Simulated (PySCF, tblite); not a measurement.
# C6H12OSi2: geometry, infrared bands and NMR shifts

Aim: predict the infrared bands and NMR shifts of C6H12OSi2 (`C=CC1=C(CCO)[SiH2][SiH2]1`).

The runs use tblite 0.8.0 and PySCF 2.14.0, with density-fitted response routines of our own; the level of theory stands in each step. All values are computed, except where a source is named. Atoms are numbered from 0 throughout.

### Step 1. The molecule as given

21 atoms, charge 0, multiplicity 1; geometry from: force field or distance geometry start.

Bonds of the start (Å): C0–C1 1.33, C1–C2 1.50, C2–C3 1.29, C3–C4 1.54, C4–C5 1.52, C5–O6 1.38, C3–Si7 1.80, Si7–Si8 2.13, Si8–C2 1.81, C0–H9 1.07, C0–H10 1.08, C1–H11 1.06, C4–H12 1.08, C4–H13 1.12, C5–H14 1.11, C5–H15 1.11, O6–H16 1.00, Si7–H17 1.49, Si7–H18 1.48, Si8–H19 1.49, Si8–H20 1.48.

### Step 2. Geometry optimisation with GFN2-xTB

The job: settings as JSON, then the geometry in Å.

```
{"job": {"kind": "relax", "xc": "GFN2-xTB", "basis": "xTB"}, "charge": 0, "multiplicity": 1}
C      3.158800     1.076600     0.249000
C      1.838400     1.190900     0.396100
C      0.989800    -0.024400     0.174300
C     -0.286800    -0.155700     0.248400
C     -1.363900     0.865600     0.643800
C     -2.266100     0.945700    -0.574500
O     -2.790900    -0.318300    -0.770700
Si    -0.560200    -1.887000    -0.176700
Si     1.555800    -1.677000    -0.300700
H      3.731900     1.964200     0.431300
H      3.574300     0.123900    -0.045600
H      1.436600     2.126500     0.696200
H     -0.941000     1.821400     0.927100
H     -1.912700     0.385600     1.494500
H     -1.618600     1.188300    -1.437600
H     -3.082500     1.681400    -0.432600
H     -3.480100    -0.519100    -0.076900
H     -1.352000    -1.993200    -1.432700
H     -1.160400    -2.664800     0.936800
H      2.409900    -2.347400     0.715900
H      2.110900    -1.766100    -1.666100
```

Launch:

```
$ OMP_NUM_THREADS=1 python probes_run.py task.json out
```

One launch serves the whole session: the jobs run in the order shown.

**Question.** This job is followed by: GFN2-xTB harmonic vibrations, gas phase; GIAO PBE0/pcSseg-1 NMR shielding, non-relativistic, gas phase. What will the session give for the following? strongest single infrared mode (GFN2-xTB); zero-point energy (GFN2-xTB); ¹³C shifts against TMS (PBE0/pcSseg-1); ¹H shifts against TMS (PBE0/pcSseg-1, means over atoms taken as alike); ¹⁷O shifts against H2O (PBE0/pcSseg-1); ²⁹Si shifts against TMS (PBE0/pcSseg-1).

As calculated:

```
                                                              quantity                                               value
                             strongest single infrared mode (GFN2-xTB)                               2165 cm⁻¹, 661 km/mol
                                          zero-point energy (GFN2-xTB)                                       97.2 kcal/mol
                                ¹³C shifts against TMS (PBE0/pcSseg-1)          171.1, 169.0, 141.0, 130.1, 66.2, 38.2 ppm
¹H shifts against TMS (PBE0/pcSseg-1, means over atoms taken as alike)  7.09, 5.69, 5.66, 4.81, 4.74, 4.05, 2.52, 0.00 ppm
                                ¹⁷O shifts against H2O (PBE0/pcSseg-1)                                            53.3 ppm
                               ²⁹Si shifts against TMS (PBE0/pcSseg-1)                                    -66.2, -71.2 ppm
```

What this shows: Over 134 steps the energy fell by 1.277 eV; of the close pairs, Si7–Si8 changed most, 2.130 to 2.336 Å. No mode is imaginary among the 57: a minimum at this level. The strongest single mode, at 2165 cm⁻¹, moves mainly H18 and H19. GFN2-xTB is a fitted tight-binding method: band positions and strengths are rough. Its intensities can rank the bands wrongly. At PBE0/pcSseg-1: The widest tensor belongs to C1: span 233 ppm, with a paramagnetic part of -209 ppm.
